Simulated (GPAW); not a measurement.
Write a Python script for GPAW 26.7.0 that does the following.

```
Task                : single point
Functional          : PBE
Potentials or basis : GPAW PAW data sets (gpaw-data 1.2.1)
Cutoff              : 600 eV
Basis               : pw
k mesh              : 9 × 9 × 9
Occupations         : fermi-dirac, width 0.05 eV
Spin                : no spin polarisation
Maxiter             : 150
```

The structure of NbSi lies in NbSi.xyz:

```xyz
2
Lattice="0.0000000000 2.5738300000 2.5738300000 2.5738300000 0.0000000000 2.5738300000 2.5738300000 2.5738300000 0.0000000000" Properties=species:S:1:pos:R:3 pbc="T T T"
Nb     0.0000000000      0.0000000000      0.0000000000
Si     2.5738300000      2.5738300000      2.5738300000
```

The cell was built by a generator and needn't be a form met in nature.

These files were run (other wordings do the same):

run.py

```python
from ase.io import read
from gpaw import PW
from gpaw.dft import DFT

atoms = read('NbSi.xyz')

dft = DFT(atoms,
          mode=PW(600),
          xc='PBE',
          kpts={'size': (9, 9, 9), 'gamma': True},
          occupations={'name': 'fermi-dirac', 'width': 0.05},
          nbands=19,
          convergence={'density': 1e-05, 'energy': 1e-05},
          maxiter=150,
          txt='gpaw.txt')
print(f'Energy: {dft.calculate_energy():.6f} eV')
print('Forces (eV/A):')
print(dft.calculate_forces().round(4))
print('Stress (eV/A^3):', dft.calculate_stress().round(6))
dft.write_gpw_file('gs.gpw')
```

Potentials or basis: GPAW PAW data sets (gpaw-data 1.2.1), pw.

Run with:

```console
$ OMP_NUM_THREADS=1 python run.py
```

It gave:

The pressure is 0.0 GPa. The band gap on the k mesh is none (metal or under the smearing width).

It took 20 s on 1 thread of Arm Neoverse V1, with other jobs on the host, peak memory 0.15 GiB.
